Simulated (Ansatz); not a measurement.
**TiHCl (triplet): the correlation ladder, def2-SVP**

One table from this session's results is given with a row withheld; the runs are named, their logs left out.

Method: def2-SVP, core rule «outside noble gas», up to 14 orbitals frozen; program: Ansatz 0.2.0, Gaussian basis.

The runs, in order: UHF; CCSD(T) on ROHF; CCSD(T) on UHF; CISD as a restricted active space (open shells left free, so some higher excitations enter); CCSDT(Q) on ROHF; CCSDT(Q) on UHF.

32 further runs of the same task are left out: 8 for a known fault of the program, 12 that didn't finish, 12 set aside as unsound or not needed. Runs told in other sessions of the task aren't counted.

### The system

The geometry is a PBE0/def2-TZVP stationary point (not a proven minimum).

3 atoms, charge 0, spin multiplicity 3.

Atoms are counted from 1 here; the program's logs count them from 0.

Bond lengths: Ti1–Cl2 2.255 Å, Ti1–H3 1.805 Å. Angles: Cl2–Ti1–H3 180.0°.

Set-up of the first run:

The input, in.yaml:

```yaml
crystal:
  periodic: [false, false, false]
  atoms:
    - {symbol: Ti, position_ang: [0.000000, 0.000000, 0.149900]}
    - {symbol: Cl, position_ang: [0.000000, 0.000000, -2.105000]}
    - {symbol: H, position_ang: [0.000000, 0.000000, 1.955100]}
basis:
  gaussian: {orbitals: def2-SVP}
magnetization: {spin_polarized: true, initial_magnetization: 2}
hamiltonian: {xc: hf}
output: {orbitals: {seedname: orbitals}}
```

Launch:

```console
ansatz run in.yaml --threads 1 --pin off --events-out ev --progress --plain --max-ram 2393MiB
```

Steps of the session up to this table: UHF; CCSD(T) on ROHF; CCSD(T) on UHF; CISD as a restricted active space (open shells left free, so some higher excitations enter); CCSDT(Q) on ROHF; CCSDT(Q) on UHF.

One of the session's tables, all rows but one given; the rest of the session is left out.

| method | from RCCSDT(Q) (kcal/mol) |
| --- | --- |
| ROHF | ? |
| UHF | +129.62 |
| RMP2 | +19.58 |
| UMP2 | +17.89 |
| RCCSD | +3.51 |
| UCCSD | +2.23 |
| RCCSD(T) | +0.78 |
| UCCSD(T) | -0.49 |
| RCCSDT | +0.22 |
| UCCSDT | -1.05 |
| RCCSDT(Q) | 0 |
| UCCSDT(Q) | -1.32 |

Estimate the missing values for ROHF.

**Answer.** from RCCSDT(Q) (kcal/mol): +132.71. In the column «from RCCSDT(Q) (kcal/mol)» it is the highest.

Not comparable, so not listed: CISD as a restricted active space (open shells left free, so some higher excitations enter) (they don't share determinant, frozen orbitals or solution with the rows shown, or repeat one).

With the free atoms at the same levels and basis (separate runs), the atomisation energy is 6.521 eV at RCCSDT(Q), 6.508 eV at RCCSD(T), 6.493 eV at UCCSD(T), 5.476 eV at ROHF.

Caveats from the session: Restricted and unrestricted rows rest on different reference determinants; a gap between their highest levels can come from leftover correlation error, from unlike frozen cores or from another state.
